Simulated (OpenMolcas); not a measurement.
# Mn³⁺ among point charges: CASSCF and CASPT2 levels and susceptibility

How does a field of 6 point charges split the states of Mn³⁺, and what χT follows?

The numbers are computed with OpenMolcas 26.06 (state-averaged CASSCF and CASPT2, spin-orbit coupling by RASSI with atomic mean-field integrals), except any that are marked as measured or tabulated.

## (1) The atom as given

* Species: Mn³⁺ (manganese, Z = 25, 22 electrons)
* Basis: ANO-RCC-VDZP [5s4p2d1f], 34 functions
* Scalar Hamiltonian: DKH2, point nucleus
* Inactive shells: 1s 2s 2p 3s 3p
* Active space: 4 electrons in 5 orbitals (3d)
* Some configurations of this space: 3d4
* Orbitals: optimised for each spin and parity, averaged over all roots

Outer shells as boxes (Hund's rule):

3d4
```
3d [↑ ][↑ ][↑ ][↑ ][  ]
```

The ion sits among 6 point charges of -1.43 e arranged as an octahedron (Oh), 2.09 Å from the ion.

Each step is its own input file, run in one work folder so that later steps find the files of earlier ones. Labels, J, g values, rates, χT and fits are worked out afterwards by a script from the matrices that RASSI stores. The input lists half of the charges; inversion (Group=XYZ) makes the rest.

## (2) GATEWAY and SEWARD: basis and integrals

The input, a.inp:

```
&GATEWAY
Coord
1

Mn 0.0 0.0 0.0
Basis=ANO-RCC-VDZP
Group=XYZ
NoMove
AngMom=0.0 0.0 0.0
AMFI
XField
3 Angstrom 0
2.090000 0.000000 0.000000 -1.430000
0.000000 2.090000 0.000000 -1.430000
0.000000 0.000000 2.090000 -1.430000
&SEWARD
```

The run is started by

```console
$ OMP_NUM_THREADS=1 MOLCAS_MEM=1689 MOLCAS_PROJECT=a pymolcas a.inp > a.log
```

## (3) Reference wave functions, quintets of even parity, 5 roots

The input, a.inp:

```
&RASSCF
FileOrb=start.orb
Symmetry=1
Spin=5
nActEl=4 0 0
Inactive=3 6
Ras2=5 0
CIRoot=5 5 1
SDav=5
CIMx=300
Iter=120 100
PrWF=0.3
OrbListing=Nothing
MaxOrb=0
>>> COPY $Project.JobIph JOB001
```

start.orb holds the contracted functions of the basis, ordered by shell, or the orbitals of the step before.

## (4) Reference wave functions, triplets of even parity, 45 roots

The input, a.inp:

```
&RASSCF
FileOrb=start.orb
Symmetry=1
Spin=3
nActEl=4 0 0
Inactive=3 6
Ras2=5 0
CIRoot=45 45 1
SDav=45
CIMx=300
Iter=120 100
PrWF=0.3
OrbListing=Nothing
MaxOrb=0
>>> COPY $Project.JobIph JOB002
```

## (5) Reference wave functions, singlets of even parity, 50 roots

The input, a.inp:

```
&RASSCF
FileOrb=start.orb
Symmetry=1
Spin=1
nActEl=4 0 0
Inactive=3 6
Ras2=5 0
CIRoot=50 50 1
SDav=50
CIMx=300
Iter=120 100
PrWF=0.3
OrbListing=Nothing
MaxOrb=0
>>> COPY $Project.JobIph JOB003
```

## (6) State interaction with spin-orbit coupling

The input, a.inp:

```
&RASSI
NrOfJobIphs=3 5 45 50
1 2 3 4 5
1 2 3 4 5 6 7 8 9 10 11 12 13 14 15 16 17 18 19 20 21 22 23 24 25 26 27
28 29 30 31 32 33 34 35 36 37 38 39 40 41 42 43 44 45
1 2 3 4 5 6 7 8 9 10 11 12 13 14 15 16 17 18 19 20 21 22 23 24 25 26 27
28 29 30 31 32 33 34 35 36 37 38 39 40 41 42 43 44 45 46 47 48 49 50
IphNames
JOB001
JOB002
JOB003
EJob
SpinOrbit
DIPRint=1.0
SOCoupling=1000.0
Subsets=2
Property=9
'ANGMOM' 1 'ANGMOM' 2 'ANGMOM' 3 'MLTPL  1' 1 'MLTPL  1' 2 'MLTPL  1' 3
'AMFI' 1 'AMFI' 2 'AMFI' 3
SOProperty=3
'ANGMOM' 1 'ANGMOM' 2 'ANGMOM' 3
```

## (7) CASPT2: IPEA 0.25, imaginary shift 0.1 (closed shells correlated: 3s 3p)

The input, a.inp:

```
>>> COPY JOB001 $Project.JobIph
&CASPT2
Multistate=5 1 2 3 4 5
NoMult
Frozen=2 3
IPEA=0.25
Imaginary=0.1
MaxIter=60
WThr=0.0 0.3 0.05
PrWF=0.5
NoMix
>>> COPY JOB002 $Project.JobIph
&CASPT2
Multistate=45 1 2 3 4 5 6 7 8 9 10 11 12 13 14 15 16 17 18 19 20 21 22
23 24 25 26 27 28 29 30 31 32 33 34 35 36 37 38 39 40 41 42 43 44 45
NoMult
Frozen=2 3
IPEA=0.25
Imaginary=0.1
MaxIter=60
WThr=0.0 0.3 0.05
PrWF=0.5
NoMix
>>> COPY JOB003 $Project.JobIph
&CASPT2
Multistate=50 1 2 3 4 5 6 7 8 9 10 11 12 13 14 15 16 17 18 19 20 21 22
23 24 25 26 27 28 29 30 31 32 33 34 35 36 37 38 39 40 41 42 43 44 45 46
47 48 49 50
NoMult
Frozen=2 3
IPEA=0.25
Imaginary=0.1
MaxIter=60
WThr=0.0 0.3 0.05
PrWF=0.5
NoMix
```

(Steps that only read results are left out.)

**Question.** What will these runs give? Wanted: spin-free ground state; first state of the same spin within the active space; lowest level; next level.

As calculated:

| quantity | value |
| --- | --- |
| method | SS-CASPT2, IPEA 0.25, imaginary shift 0.1 (closed shells correlated: 3s 3p) |
| spin-free ground state | 5E, 2-fold in its orbital part |
| first state of the same spin within the active space | 5T2 at 2330 cm⁻¹ |
| lowest level | 1-fold A1 |
| next level | 33.3 cm⁻¹ |
| χT at 300 K | 2.62 cm³ K/mol |
| effective moment at 300 K | 4.58 μB |

Cost by method:

```
                                              method  time of its own steps  time with the reference
                                           A. CASSCF                   24 s                     24 s
B. SS-CASPT2, IPEA 0.25, imaginary shift 0.1, +3s 3p                  6.4 s                     31 s
```

Times are of one thread on a shared host.

In words: The spin-free ground state (5E) comes to 100 % from free-ion D terms and keeps the highest spin of the shell. χT at 300 K is 2.62, against 3.01 cm³ K/mol for the spin alone, so spin-orbit coupling lowers it. An active space of the d shell alone favours high spin; real ions in strong fields can be low spin. CASPT2 does not keep the components of a term degenerate, and the means are used. An orbital doublet at a regular site is open to a Jahn-Teller distortion, which this geometry leaves out. The field of point charges can differ much from that of real complexes. With metal d orbitals alone active, the gaps between spin states are rough; where two lie within a few thousand cm-1, their order is open. This is an electrostatic model: the charges have no orbitals.
